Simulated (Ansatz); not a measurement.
LiCaF3:

```
Ca F Li
1.0
     3.76124    0.00000    0.00000
     0.00000    3.76124    0.00000
     0.00000    0.00000    3.76124
Ca F Li
1 3 1
Cartesian
  0.0000 0.0000 0.0000
  1.8806 0.0000 1.8806
  1.8806 1.8806 0.0000
  0.0000 1.8806 1.8806
  1.8806 1.8806 1.8806
```

The cell comes from a database or a generator and needn't be the stable form of this composition.

Base run:

| Quantity | Value |
| --- | --- |
| Program | Ansatz 0.2.0 |
| Functional | BLYP |
| Potentials or basis | Ansatz PAW |
| Cutoff | 420 eV |
| Density cutoff | 1680 eV |
| k mesh | 7 × 7 × 7 |
| Occupations | fermi-dirac, width 0.05 eV |
| Spin | no spin polarisation |

Its results: band gap on the k mesh 6.58 eV, indirect (least direct gap 6.65 eV); pressure 1.5 GPa.

Question: After a change of settings the same cell gave: band gap on the k mesh 6.48 eV, indirect (least direct gap 6.55 eV); pressure -4.1 GPa. Which change was it?
A. functional from BLYP to PBE
B. functional from BLYP to revPBE
C. functional from BLYP to PBEsol
D. functional from BLYP to LDA

Answer: C.

PBEsol binds more tightly than BLYP, so the same cell stands under less pressure.

Caveats: odd divisions of the mesh miss points on the zone boundary, where band edges often lie, so the gap on the mesh can be too wide; the PAW data sets come from PBE, with cores solved anew for the run's functional, which leaves a small shift of forces and pressure; the density of states is complete only up to the lowest level of the last band computed; the potentials were made for another functional, which shifts forces and pressure (some runs).

Not every run made on this cell is shown here.
